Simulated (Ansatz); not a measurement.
**CHBOS: a ladder of functionals and wavefunction methods**

One table from this session's results is given with a row withheld; the runs are named, their logs left out.

Computed with Ansatz 0.2.0, Gaussian basis. Level: functionals in def2-TZVPP, the program's frozen cores in correlated methods.

Plan: LDA (SPW92), PBE-D4, revPBE-D4, BLYP-D4, r2SCAN-D4, B97M-V, PBE0-D4, B3LYP-D4, r2SCANh-D4, r2SCAN0-D4, HSE06-D4, BHLYP-D4, CAM-B3LYP-D4, LC-ωPBE, ωB97X-V, ωB97M-V, B2PLYP, PBE-QIDH; CCSD(T)/def2-SVP; CCSD(T)/def2-TZVPP; MP2/def2-QZVPP; extrapolation to the limit; RPA on PBE.

### The relaxed structure

An earlier PBE0-D4 in a triple-zeta def2 set relaxation fixed the geometry.

5 atoms, charge 0, spin multiplicity 1.

Atoms are counted from 1 here; the program's logs count them from 0.

Bond lengths: S1–C2 1.582 Å, C2–B3 1.481 Å, C2–O4 1.425 Å, B3–O4 1.361 Å, B3–H5 1.181 Å. Angles: S1–C2–B3 172.0°, S1–C2–O4 132.2°, B3–C2–O4 55.8°, C2–B3–O4 60.0°, C2–B3–H5 163.2°, O4–B3–H5 136.8°, C2–O4–B3 64.2°.

Set-up of the first run:

File in.yaml:

```yaml
crystal:
  periodic: [false, false, false]
  atoms:
    - {symbol: S, position_ang: [-2.128908, -0.717401, 0.172294]}
    - {symbol: C, position_ang: [-0.637142, -0.205599, 0.043221]}
    - {symbol: B, position_ang: [0.677124, 0.461341, -0.102017]}
    - {symbol: O, position_ang: [0.615588, -0.883303, 0.097039]}
    - {symbol: H, position_ang: [1.523237, 1.271262, -0.251937]}
basis:
  gaussian: {orbitals: def2-TZVPP}
hamiltonian: {xc: lda}
output: {orbitals: {seedname: orbitals}}
```

On the command line:

```console
$ ansatz run in.yaml --threads 2 --pin off --events-out ev --progress --plain --max-ram 4352MiB
```

Among the steps run: LDA; PBE-D4 (GGA); revPBE-D4 (GGA); BLYP-D4 (GGA); r2SCAN-D4 (meta-GGA); B97M-V (meta-GGA); PBE0-D4 (hybrid); B3LYP-D4 (hybrid); r2SCANh-D4 (hybrid); r2SCAN0-D4 (hybrid); HSE06-D4 (hybrid); BHLYP-D4 (hybrid); CAM-B3LYP-D4 (range-separated); LC-ωPBE (range-separated); ωB97X-V (range-separated); ωB97M-V (range-separated); B2PLYP (double hybrid); PBE-QIDH (double hybrid).

One table of the session follows, with a row left open; its other results are not shown here.

It belongs to the step «Orbital energies across the functionals». 

```
  functional  HOMO (eV)  LUMO (eV)  gap (eV)
 LDA (SPW92)      -5.89      -3.79      2.10
      PBE-D4      -5.73      -3.55      2.18
   revPBE-D4          ?          ?         ?
     BLYP-D4      -5.58      -3.39      2.18
   r2SCAN-D4      -5.95      -3.43      2.52
      B97M-V      -5.98      -3.36      2.62
     PBE0-D4      -6.92      -2.62      4.30
    B3LYP-D4      -6.69      -2.82      3.87
  r2SCANh-D4      -6.39      -3.08      3.31
  r2SCAN0-D4      -7.06      -2.55      4.51
    HSE06-D4      -6.52      -3.01      3.51
    BHLYP-D4      -7.97      -1.56      6.41
CAM-B3LYP-D4      -8.22      -1.45      6.77
     LC-ωPBE      -9.58      -0.31      9.28
     ωB97X-V      -9.21      -0.35      8.86
     ωB97M-V      -9.05      -0.40      8.65
```

**Question.** Estimate the row for revPBE-D4.

**Answer.** HOMO (eV): -5.68; LUMO (eV): -3.47; gap (eV): 2.21. In the column «HOMO (eV)» it lies between PBE-D4 (-5.73) and BLYP-D4 (-5.58).
